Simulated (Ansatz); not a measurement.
# AsGeH₆Sb: up Jacob's ladder to CCSD(T)

An exercise on one series of results from a longer session: the logs are not shown, and one member is left open.

Method: functionals in def2-TZVPP, the program's frozen cores in correlated methods; program: Ansatz 0.2.0, Gaussian basis.

Levels to be run: LDA (SPW92), PBE-D4, revPBE-D4, BLYP-D4, r2SCAN-D4, B97M-V, PBE0-D4, B3LYP-D4, r2SCANh-D4, r2SCAN0-D4, HSE06-D4, BHLYP-D4, CAM-B3LYP-D4, LC-ωPBE, ωB97X-V, ωB97M-V, B2PLYP, PBE-QIDH; CCSD(T)/def2-SVP; CCSD(T)/def2-TZVPP; MP2/def2-QZVPP; extrapolation to the limit; RPA on PBE.

### Structure used throughout

All runs share one geometry, relaxed beforehand with PBE0-D4 in a triple-zeta def2 set. Sb takes the def2 core potential; no spin-orbit term is included.

SMILES `[GeH3][AsH][SbH2]`, 9 atoms, charge 0, spin multiplicity 1.

Atoms are counted from 1 here; the program's logs count them from 0.

Bond lengths: Ge1–As2 2.423 Å, Ge1–H4 1.538 Å, Ge1–H5 1.538 Å, Ge1–H6 1.540 Å, As2–Sb3 2.643 Å, As2–H7 1.522 Å, Sb3–H8 1.709 Å, Sb3–H9 1.708 Å. Angles: As2–Ge1–H4 107.9°, As2–Ge1–H5 109.0°, As2–Ge1–H6 112.7°, H4–Ge1–H5 109.2°, H4–Ge1–H6 108.8°, H5–Ge1–H6 109.2°, Ge1–As2–Sb3 93.5°, Ge1–As2–H7 92.7°, Sb3–As2–H7 94.7°, As2–Sb3–H8 91.9°, As2–Sb3–H9 95.0°, H8–Sb3–H9 91.4°.

The first run:

in.yaml reads:

```yaml
crystal:
  periodic: [false, false, false]
  atoms:
    - {symbol: Ge, position_ang: [-0.770429, 1.140603, -0.922317]}
    - {symbol: As, position_ang: [0.712820, -0.774752, -0.987006]}
    - {symbol: Sb, position_ang: [-0.171787, -1.739406, 1.308817]}
    - {symbol: H, position_ang: [-2.177305, 0.662850, -1.318648]}
    - {symbol: H, position_ang: [-0.285180, 2.183656, -1.942685]}
    - {symbol: H, position_ang: [-0.841048, 1.791890, 0.471107]}
    - {symbol: H, position_ang: [1.861251, 0.004077, -0.360816]}
    - {symbol: H, position_ang: [1.182142, -2.771097, 1.462796]}
    - {symbol: H, position_ang: [0.577937, -0.544222, 2.271752]}
basis:
  gaussian: {orbitals: def2-TZVPP}
hamiltonian: {xc: lda}
output: {orbitals: {seedname: orbitals}}
```

Among the steps run: LDA; PBE-D4 (GGA); revPBE-D4 (GGA); BLYP-D4 (GGA); r2SCAN-D4 (meta-GGA); B97M-V (meta-GGA); PBE0-D4 (hybrid); B3LYP-D4 (hybrid); r2SCANh-D4 (hybrid); r2SCAN0-D4 (hybrid); HSE06-D4 (hybrid); BHLYP-D4 (hybrid); CAM-B3LYP-D4 (range-separated); LC-ωPBE (range-separated); ωB97X-V (range-separated); ωB97M-V (range-separated); B2PLYP (double hybrid); PBE-QIDH (double hybrid).

One of the session's tables, all rows but one given; the rest of the session is left out.

It belongs to the step «Frontier levels by functional». 

| functional | HOMO (eV) | gap (eV) |
| --- | --- | --- |
| LDA (SPW92) | -6.25 | 4.24 |
| PBE-D4 | -6.11 | 4.31 |
| revPBE-D4 | -6.05 | 4.34 |
| BLYP-D4 | -5.94 | 4.24 |
| r2SCAN-D4 | -6.35 | 4.72 |
| B97M-V | -6.32 | 4.69 |
| PBE0-D4 | -7.04 | 5.96 |
| B3LYP-D4 | -6.84 | 5.55 |
| r2SCANh-D4 | -6.69 | 5.32 |
| r2SCAN0-D4 | -7.21 | 6.21 |
| HSE06-D4 | -6.66 | 5.22 |
| BHLYP-D4 | -7.82 | 7.51 |
| CAM-B3LYP-D4 | -8.16 | 7.99 |
| LC-ωPBE | -9.38 | 10.24 |
| ωB97X-V | -9.09 | 9.85 |
| ωB97M-V | ? | ? |

Q: Estimate the row for ωB97M-V from the others.

The run gave: HOMO (eV): -8.97; gap (eV): 9.54. In the column «HOMO (eV)» it lies between ωB97X-V (-9.09) and CAM-B3LYP-D4 (-8.16).
